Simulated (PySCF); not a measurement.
# C2H8AlCl3N4O2: the cost of one run

Computed with PySCF 2.14.0, with density-fitted response routines of our own, on a single molecule in the gas phase. Atoms are numbered from 0 throughout.

**1. The molecule as given**

20 atoms, charge 0, multiplicity 1; geometry from: GFN2-xTB.

Bonds of the start (Å): N0–C1 1.33, C1–N2 1.35, C1–O3 1.24, O3–Al4 1.93, Al4–Cl5 2.11, Al4–Cl6 2.14, Al4–Cl7 2.14, Al4–O8 1.93, O8–C9 1.24, C9–N10 1.35, C9–N11 1.33, N0–H12 1.02, N0–H13 1.00, N2–H14 1.00, N2–H15 1.01, N10–H16 1.00, N10–H17 1.01, N11–H18 1.00, N11–H19 1.02.

**2. Geometry optimisation at PBE0-D3(BJ)/def2-SVP**

Job settings and geometry (Å):

```
{"job": {"xc": "PBE0", "basis": "def2-SVP", "d3": "d3bj", "grid": 1, "kind": "geom"}, "charge": 0, "multiplicity": 1}
N      3.314400    -0.675030     1.103540
C      3.031140     0.161700     0.108370
N      4.022530     0.899720    -0.432050
O      1.883650     0.251580    -0.363360
Al    -0.001970     0.030870     0.008200
Cl    -0.155730     2.058370     0.571900
Cl     0.383340    -1.451630     1.509440
Cl    -0.234510    -0.507510    -2.054760
O     -1.884290    -0.238490     0.366690
C     -3.026290    -0.229330    -0.126280
N     -4.091960    -0.083840     0.688840
N     -3.227360    -0.396450    -1.430390
H      2.511070    -1.173790     1.495000
H      4.221460    -0.731820     1.527610
H      4.947930     0.920220    -0.044940
H      3.775260     1.562430    -1.146560
H     -5.023210     0.032430     0.333300
H     -3.911700     0.113970     1.658200
H     -4.138540    -0.388220    -1.849260
H     -2.379310    -0.501780    -1.993390
```

**Question.** How long does this first job take on 8 threads of Arm Neoverse N1, shared host?

About 18 min.
